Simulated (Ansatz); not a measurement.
I need a rigid torsion scan of CH3AlFNS, SMILES N=[CH][Al]([F])[SH]. Use the Python package of Ansatz (0.2.0). Use (for the species named): PBE0, cc-pVDZ basis, multiplicity 1.

```
atom    x (Å)    y (Å)    z (Å)
   N   0.1722   1.5499   0.8072
   C   0.7256   0.4648   0.7233
  Al   0.1323  -0.8629  -0.6211
   F   1.0841  -2.4408  -0.7110
   S  -1.5538  -0.4119  -2.0272
   H   0.4104   2.3161   1.4878
   H   1.5797   0.2441   1.3985
   H  -2.4582  -0.9164  -1.1132
```

`torsion.py`
```python
import warnings

import ansatz as az
from ase import Atoms

BASIS = "cc-pVDZ"
FUNCTIONAL = "pbe0"
FORCE_TOL = 0.02
LEVEL = "mp2"

warnings.simplefilter("ignore", az.DeckWarning)

atoms = Atoms(["N", "C", "Al", "F", "S", "H", "H", "H"], positions=[
    [0.1722, 1.5499, 0.8072],
    [0.7256, 0.4648, 0.7233],
    [0.1323, -0.8629, -0.6211],
    [1.0841, -2.4408, -0.711],
    [-1.5538, -0.4119, -2.0272],
    [0.4104, 2.3161, 1.4878],
    [1.5797, 0.2441, 1.3985],
    [-2.4582, -0.9164, -1.1132],
])

first = (
    az.Crystal.molecule_from_ase(atoms).calculation()
    .basis(gaussian=BASIS)
    .functional(FUNCTIONAL)
    .relax(force_tolerance=FORCE_TOL, max_steps=80)
)
atoms.positions = first.run(threads=1).report["positions_ang"]

start = atoms.get_dihedral(3, 2, 1, 0)
energies = {}
for turn in range(0, 360, 30):
    turned = atoms.copy()
    turned.set_dihedral(3, 2, 1, 0, start + turn, indices=[0, 1, 5, 6])
    base = (
        az.Crystal.molecule_from_ase(turned).calculation()
        .basis(gaussian=BASIS)
        .correlation(LEVEL)
    )
    energies[round((start + turn) % 360)] = base.run(threads=1).report["free_energy_ev"]
floor = min(energies.values())
print("dihedral F3-Al2-C1-N0 (deg)   E - E(min) (kcal/mol)")
for angle, e in sorted(energies.items()):
    print(f"{angle:8d} {23.060548 * (e - floor):14.3f}  " + "#" * int(30 * (e - floor) / max(max(energies.values()) - floor, 1e-9)))
```

```console
$ python torsion.py
dihedral F3-Al2-C1-N0 (deg)   E - E(min) (kcal/mol)
      30          4.537  #############################
      60          4.486  #############################
      90          4.118  ###########################
     120          3.202  #####################
     150          1.358  ########
     180          0.000
     210          1.344  ########
     240          3.192  #####################
     270          4.114  ###########################
     300          4.488  #############################
     330          4.539  ##############################
     360          4.521  #############################
```

Reading the output:
- The scan is rigid and the energies are electronic, in a modest basis. With rigid groups the curve can differ much from the relaxed path, the start wasn't checked as a minimum of this torsion, and equivalent turns needn't return to the same energy.
- The start is relaxed with a density functional and scanned with the wavefunction method, so it isn't exactly that method's minimum.
- Run time: 2.2 min on 1 thread of Arm Neoverse V1 (shared host), peak memory 0.27 GiB.
